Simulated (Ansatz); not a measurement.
# Cd8H: the cost of one run

Computed with Ansatz 0.2.0 (DFT PBE, scalar-relativistic, plane waves, PAW, unless a step's input says otherwise).

5 further runs of the same task are left out: 5 set aside as unsound or not needed.

## Step 1: The starting structure

Symmetry: P6_3/mmc, No. 194, hexagonal system. Conventional cell: a = 3.000 Å, b = 3.000 Å, c = 11.877 Å, α = 90.00°, β = 90.00°, γ = 120.00°. Cd (site symmetry -3m) is surrounded by 12 Cd at 3.00 to 3.44 Å. Cd (site symmetry -6m2) has 12 Cd at 3.00 to 3.44 Å as nearest neighbours.

Structure file:

```xyz
4
Lattice="3.0005 0.0000 0.0000 -1.5002 2.5985 0.0000 0.0000 0.0000 11.8769" Properties=species:S:1:pos:R:3 pbc="T T T"
Cd    0.0000    0.0000    0.0000
Cd    0.0000    1.7323    2.9692
Cd    0.0000    0.0000    5.9385
Cd    1.5002    0.8662    8.9077
```

It goes back to an entry of the Materials Project, which need not be the stable form.

This cell was relaxed beforehand with the same method: volume 23.15 Å³/atom, gap on the mesh none (metal).

Its energy, with the smearing taken to zero, is -33017.8110 eV for the 4-atom cell on a 12×12×4 mesh; differences below count from it.

## Step 2: Next: 1 H put on empty site 1 in a repeat of 2 host cells

The empty site lies 2.24 Å from the nearest host atom; the cell of 2 host cells is widened for the start only if the site is tight.

The cell holds 8 Cd, 1 H: a = 6.001 Å, b = 3.000 Å, c = 11.877 Å, α = 90.00°, β = 90.00°, γ = 120.00°.

## Step 3: Probe: one point at the start

input.yaml reads:

```yaml
crystal:
  lattice:
    - [6.0009031624, 0.0, 0.0]
    - [-1.5002257906, 2.5984672921, 0.0]
    - [0.0, 0.0, 11.876910911]
  atoms:
    - { symbol: Cd, position: [0.5, 0.0, 0.0] }
    - { symbol: Cd, position: [0.0, 0.0, 0.0] }
    - { symbol: Cd, position: [0.1666666667, 0.6666666667, 0.25] }
    - { symbol: Cd, position: [0.6666666667, 0.6666666667, 0.25] }
    - { symbol: Cd, position: [0.5, 0.0, 0.5] }
    - { symbol: Cd, position: [0.0, 0.0, 0.5] }
    - { symbol: Cd, position: [0.3333333333, 0.3333333333, 0.75] }
    - { symbol: Cd, position: [0.8333333333, 0.3333333333, 0.75] }
    - { symbol: H, position: [0.1666666667, 0.6666666667, 0.619047619] }
basis:
  ecutwfc: 420
kpoints:
  mp_grid: { grid: [8, 8, 2] }
hamiltonian:
  xc: pbe
scf:
  occupations: { method: gaussian, width: 0.1 }
output:
  forces: true
  stress: true
  eigenvalues: true
```

Started as:

```bash
$ ansatz run input.yaml --threads 2 --pin off --max-ram 5120MiB --backend cpu --events-out ev --progress --plain --runs-dir out
```

Q: Estimate wall time and peak memory on 2 threads of Intel Xeon Platinum 8559C (Emerald Rapids), shared host.

About 24 s, with a peak of 0.94 GiB.
